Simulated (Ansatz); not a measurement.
# WH₃+ (triplet): wave-function methods side by side, def2-SVP

An exercise on one series of results from a longer session: the logs are not shown, and one member is left open.

The runs use Ansatz 0.2.0, Gaussian basis; def2-SVP, core rule «outside noble gas», up to 4 orbitals frozen.

The runs, in order: UHF; CCSD(T) on ROHF; CCSD(T) on UHF; CISD; CCSDT(Q) on ROHF; CCSDT(Q) on UHF.

29 further runs of the same task are left out: 3 for a known fault of the program, 12 that didn't finish, 14 set aside as unsound or not needed.

### The system

The geometry is a PBE0/def2-TZVP stationary point (not a proven minimum) of the parent state, kept for this charge and spin. No spin-orbit coupling is included. Elements past krypton take def2 core potentials.

4 atoms, charge 1, spin multiplicity 3.

Atoms are counted from 1 here; the program's logs count them from 0.

Bond lengths: W1–H2 1.710 Å, W1–H3 1.710 Å, W1–H4 1.710 Å. Angles: H2–W1–H3 112.3°, H2–W1–H4 112.3°, H3–W1–H4 112.3°.

Set-up of the first run:

Contents of in.yaml:

```yaml
crystal:
  periodic: [false, false, false]
  atoms:
    - {symbol: W, position_ang: [0.000018, 0.000018, -0.007849]}
    - {symbol: H, position_ang: [1.638941, 0.014192, 0.481052]}
    - {symbol: H, position_ang: [-0.834382, 1.411605, 0.478453]}
    - {symbol: H, position_ang: [-0.807904, -1.429056, 0.472050]}
basis:
  gaussian: {orbitals: def2-SVP}
total_charge: 1
magnetization: {spin_polarized: true, initial_magnetization: 2}
hamiltonian: {xc: hf}
output: {orbitals: {seedname: orbitals}}
```

Started as:

```bash
> ansatz run in.yaml --threads 1 --pin off --events-out ev --progress --plain --max-ram 2393MiB
```

Steps of the session up to this table: UHF; CCSD(T) on ROHF; CCSD(T) on UHF; CISD; CCSDT(Q) on ROHF; CCSDT(Q) on UHF.

One table of the session follows, with a row left open; its other results are not shown here.

```
   method  from RCCSDT(Q) (kJ/mol)
     ROHF                   +434.2
      UHF                   +413.1
     RMP2                    +95.0
     UMP2                    +91.8
     CISD                        ?
    RCCSD                    +14.3
    UCCSD                     +8.7
 RCCSD(T)                     +2.9
 UCCSD(T)                     -2.6
   RCCSDT                     +0.5
   UCCSDT                     -5.2
RCCSDT(Q)                        0
UCCSDT(Q)                     -5.8
```

Q: Estimate the row for CISD from the others.

The run gave: from RCCSDT(Q) (kJ/mol): +41.7. In the column «from RCCSDT(Q) (kJ/mol)» it lies between RCCSD (+14.3) and UMP2 (+91.8).

To keep in mind: Warnings: spin contamination; coupled cluster took another determinant than the lowest. Restricted and unrestricted rows rest on different reference determinants; where their highest levels disagree by more than a few hundredths of an eV, they describe different states and don't form one ladder.
